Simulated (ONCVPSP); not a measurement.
# An ONCV potential for Cl, from input to tests

Do these settings give a usable potential? It is generated, then checked for transferability, scattering, ghosts and hardness.

Method: ONCVPSP 4.0.1.1 (patched build), PBE, scalar-relativistic.

### 1 The atom and the settings

The settings as typed:

* element: chlorine (Cl, Z = 17)
* type: optimised norm-conserving Vanderbilt (ONCV)
* frozen core: [Ne]
* valence charge: 7
* reference configuration: 3s2 3p5
* partial waves: 3s: rc 1.35 bohr, ncon 5, nbas 9, qcut 4.6 1/bohr, 2 projectors, debl 3.1 Ha; 3p: rc 1.25 bohr, ncon 3, nbas 8, qcut 7.4 1/bohr, 3 projectors, debl 2.7 Ha; d scattering state at 0.37 Ha: rc 1.45 bohr, ncon 3, nbas 7, qcut 7.9 1/bohr, 2 projectors, debl 3.1 Ha
* local potential: polynomial inside 0.95 bohr (lpopt 4, dvloc0 6 Ha)
* core correction: Teter function, fcfact 5.25, rcfact 1.65

The outer shells as boxes (Hund's rule for the drawing; the calculation is spin-unpolarised):

```
[Ne] core
3s [↑↓]
3p [↑↓][↑↓][↑ ]
```

An earlier all-electron run gives the scale for the radii.

All-electron outer shells of the reference configuration (PBE, scalar-relativistic, ld1.x):

| shell | level (eV) | outermost node (bohr) | outermost maximum (bohr) |
| --- | --- | --- | --- |
| 2s | -252.70 | 0.12 | 0.36 |
| 2p | -191.63 | – | 0.30 |
| 3s | -20.69 | 0.55 | 1.29 |
| 3p | -8.59 | 0.53 | 1.43 |

### 2 Generating the potential

Cl.dat reads:

```
# ATOM AND REFERENCE CONFIGURATION
# atsym  z   nc   nv     iexc    psfile
  Cl 17.00    3    2        4      upf
#
#   n    l    f
    1    0    2.00
    2    0    2.00
    2    1    6.00
    3    0    2.00
    3    1    5.00
#
# PSEUDOPOTENTIAL AND OPTIMIZATION
# lmax
    2
#
#   l,   rc,      ep,       ncon, nbas, qcut
    0    1.35    0.00    5    9    4.60
    1    1.25    0.00    3    8    7.40
    2    1.45    0.37    3    7    7.90
#
# LOCAL POTENTIAL
# lloc, lpopt,  rc(5),   dvloc0
    4    4    0.95    6.00
#
# VANDERBILT-KLEINMAN-BYLANDER PROJECTORs
# l, nproj, debl
    0    2    3.10
    1    3    2.70
    2    2    3.10
#
# MODEL CORE CHARGE
# icmod, fcfact, rcfact
    3    5.25    1.65
#
# LOG DERIVATIVE ANALYSIS
# epsh1, epsh2, depsh
   -2.00    5.00    0.02
#
# OUTPUT GRID
# rlmax, drl
    6.00    0.01
#
# TEST CONFIGURATIONS
# ncnf
    4
# nvcnf
#   n    l    f
    2
    3    0    2.00
    3    1    4.00
#
    2
    3    0    2.00
    3    1    3.00
#
    2
    3    0    2.00
    3    1    2.00
#
    2
    3    0    2.00
    3    1    1.00
#
```

On the command line:

```
$ oncvpsp.x < Cl.dat > Cl.out
```

**Question.** What will these runs give? Wanted: cutoffs for 1 and 0.1 mHa per electron, occupied waves; bound ghosts; GHOST(+) flags; largest test error; largest phase difference near zero energy, channels read; rms error of d²Exc/dn², without and with the model core.

The runs gave:

| quantity | value |
| --- | --- |
| cutoffs for 1 and 0.1 mHa per electron, occupied waves | 49 Ha and 109 Ha |
| bound ghosts | p at -1654.94 eV |
| GHOST(+) flags | p at 1633 eV, p at 3841 eV |
| largest test error (AE − PS) | +18 meV, for 3s2 3p2 |
| largest phase difference near zero energy, channels read | 0.000 rad |
| rms error of d²Exc/dn², without and with the model core | 1.39 and 3.00 mHa |

In words: A bound ghost (p) makes it unfit for use: electrons can fall into a state that the atom doesn't have. The worst unpolarised test, 3s2 3p2, is off by 18 meV on 77.6 eV; by total energies transferability rates as good. Atomic tests can pass in spite of a ghost, since they solve only for the levels asked. By its cutoff, 49 Ha for the looser tolerance, it is hard. At the looser tolerance the 3s wave is the slowest; 3p needs 14 Ha. Near zero energy the phases of the channels with partial waves agree within 0.001 rad. The program also flags highly localised states, GHOST(+) (p). All of this concerns the isolated atom, not yet a solid.
